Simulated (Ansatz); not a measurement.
# C5H3NO: small, medium and large basis sets

The task here is to estimate one member of a computed series from the others.

Program: Ansatz 0.2.0, Gaussian basis. Level of theory: one geometry, several basis sets. These are calculated values, not measurements.

The runs, in order: PBE0-D4/def2-SVP; ωB97M-V/def2-SVP; PBE0-D4/def2-QZVPP; ωB97M-V/def2-QZVPP; the functionals' def2-TZVPP values are taken from earlier runs.

## Structure used throughout

All runs share one geometry, relaxed beforehand with PBE0-D4 in a triple-zeta def2 set.

10 atoms, charge 0, spin multiplicity 1.

Atoms are counted from 1 here; the program's logs count them from 0.

Bond lengths: N1–C2 1.152 Å, C2–C3 1.409 Å, C3–C4 1.361 Å, C3–O7 1.357 Å, C4–C5 1.418 Å, C4–H8 1.078 Å, C5–C6 1.357 Å, C5–H9 1.078 Å, C6–O7 1.344 Å, C6–H10 1.078 Å. Angles: N1–C2–C3 178.7°, C2–C3–C4 131.7°, C2–C3–O7 117.9°, C4–C3–O7 110.4°, C3–C4–C5 105.9°, C3–C4–H8 125.9°, C5–C4–H8 128.2°, C4–C5–C6 106.0°, C4–C5–H9 127.4°, C6–C5–H9 126.6°, C5–C6–O7 111.0°, C5–C6–H10 133.1°, O7–C6–H10 115.8°, C3–O7–C6 106.6°.

Coordinates:

```
atom     x (Å)     y (Å)     z (Å)
  N1   1.13480  -3.11907   0.64524
  C2   0.78215  -2.04500   0.42185
  C3   0.31956  -0.74159   0.15166
  C4  -0.93791  -0.22574   0.07372
  C5  -0.77550   1.15014  -0.22927
  C6   0.56256   1.35987  -0.31054
  O7   1.24326   0.22394  -0.08268
  H8  -1.85573  -0.77242   0.21702
  H9  -1.55043   1.88617  -0.36814
 H10   1.16053   2.23241  -0.51585
```

The first run:

File in.yaml:

```yaml
crystal:
  periodic: [false, false, false]
  atoms:
    - {symbol: N, position_ang: [1.134802, -3.119073, 0.645241]}
    - {symbol: C, position_ang: [0.782152, -2.045001, 0.421845]}
    - {symbol: C, position_ang: [0.319564, -0.741589, 0.151657]}
    - {symbol: C, position_ang: [-0.937912, -0.225743, 0.073717]}
    - {symbol: C, position_ang: [-0.775502, 1.150137, -0.229270]}
    - {symbol: C, position_ang: [0.562562, 1.359871, -0.310537]}
    - {symbol: O, position_ang: [1.243261, 0.223938, -0.082685]}
    - {symbol: H, position_ang: [-1.855732, -0.772420, 0.217017]}
    - {symbol: H, position_ang: [-1.550426, 1.886168, -0.368137]}
    - {symbol: H, position_ang: [1.160532, 2.232412, -0.515846]}
basis:
  gaussian: {orbitals: def2-SVP}
hamiltonian: {xc: pbe0, dispersion: d4}
output: {orbitals: {seedname: orbitals}}
```

Run with:

```sh
$ ansatz run in.yaml --threads 4 --pin off --events-out ev --progress --plain --max-ram 10444MiB
```

Steps of the session up to this table: PBE0-D4 in def2-SVP; ωB97M-V in def2-SVP; PBE0-D4 in def2-QZVPP; ωB97M-V in def2-QZVPP.

One table of the session follows, with a row left open; its other results are not shown here.

It belongs to the step «Density functionals: the series». 

| functional | basis | HOMO (eV) |
| --- | --- | --- |
| PBE0-D4 | def2-SVP | -7.38 |
| PBE0-D4 | def2-TZVPP | -7.40 |
| PBE0-D4 | def2-QZVPP | ? |
| ωB97M-V | def2-SVP | -9.42 |
| ωB97M-V | def2-TZVPP | -9.46 |
| ωB97M-V | def2-QZVPP | -9.48 |

Estimate the missing values for PBE0-D4, def2-QZVPP.

The run gave: HOMO (eV): -7.42. In the column «HOMO (eV)» it lies between ωB97M-V, def2-SVP (-9.42) and PBE0-D4, def2-TZVPP (-7.40).
